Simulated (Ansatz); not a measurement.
## K₂LaAuCl₆, space group Fm-3m: the D3 and D4 dispersion energy, step by step

Computed with the Ansatz DFT code, driven from Python.

Run as a notebook:

```python
import ansatz as az
import numpy as np
```

```python
VECTORS = np.array([
    [0.0, 5.498772, 5.498772],
    [5.498772, 0.0, 5.498772],
    [5.498772, 5.498772, 0.0],
])
SITES = [
    ("K", (0.75, 0.75, 0.75)),
    ("K", (0.25, 0.25, 0.25)),
    ("La", (0.0, 0.0, 0.0)),
    ("Au", (0.5, 0.5, 0.5)),
    ("Cl", (0.748964, 0.251036, 0.251036)),
    ("Cl", (0.251036, 0.251036, 0.748964)),
    ("Cl", (0.251036, 0.748964, 0.748964)),
    ("Cl", (0.251036, 0.748964, 0.251036)),
    ("Cl", (0.748964, 0.251036, 0.748964)),
    ("Cl", (0.748964, 0.748964, 0.251036)),
]


def crystal_on(cell):
    crystal = az.Crystal(lattice=az.Lattice.of(cell))
    for symbol, position in SITES:
        crystal = crystal.atom(symbol, position)
    return crystal
```

```python
atoms = [(site[0], site[1]) for site in SITES]
print("dispersion energy and pressure at linear scale factors", (1.0, 1.05))
for functional in (az.Functional.HSE06, az.Functional.RPBE):
    for method in ("d3bj", "d4"):
        damping = az.dispersion_damping(method=method, xc=functional)
        line = []
        for scale in (1.0, 1.05):
            term = az.pairwise_dispersion(vectors=(VECTORS * scale).tolist(), atoms=atoms, damping=damping, periodic=(True, True, True))
            line.append(f"{term.energy_ev / len(atoms):.4f} eV/atom, {np.trace(term.stress_gpa) / 3:.2f} GPa")
        print(functional.value, method, "|", " | ".join(line))
print("charges of the D4 model in the last cell:", np.round(term.partial_charges_e, 3))
```

    dispersion energy and pressure at linear scale factors (1.0, 1.05)
    hse06 d3bj | -0.2524 eV/atom, -1.20 GPa | -0.2182 eV/atom, -0.91 GPa
    hse06 d4 | -0.1659 eV/atom, -0.77 GPa | -0.1437 eV/atom, -0.59 GPa
    rpbe d3bj | -0.7818 eV/atom, -5.38 GPa | -0.6309 eV/atom, -3.95 GPa
    rpbe d4 | -0.3346 eV/atom, -1.78 GPa | -0.2839 eV/atom, -1.34 GPa
    charges of the D4 model in the last cell: [ 0.773  0.773  0.947  0.076 -0.428 -0.428 -0.428 -0.428 -0.428 -0.428]

The structure comes from a database and needn't be a stable phase.
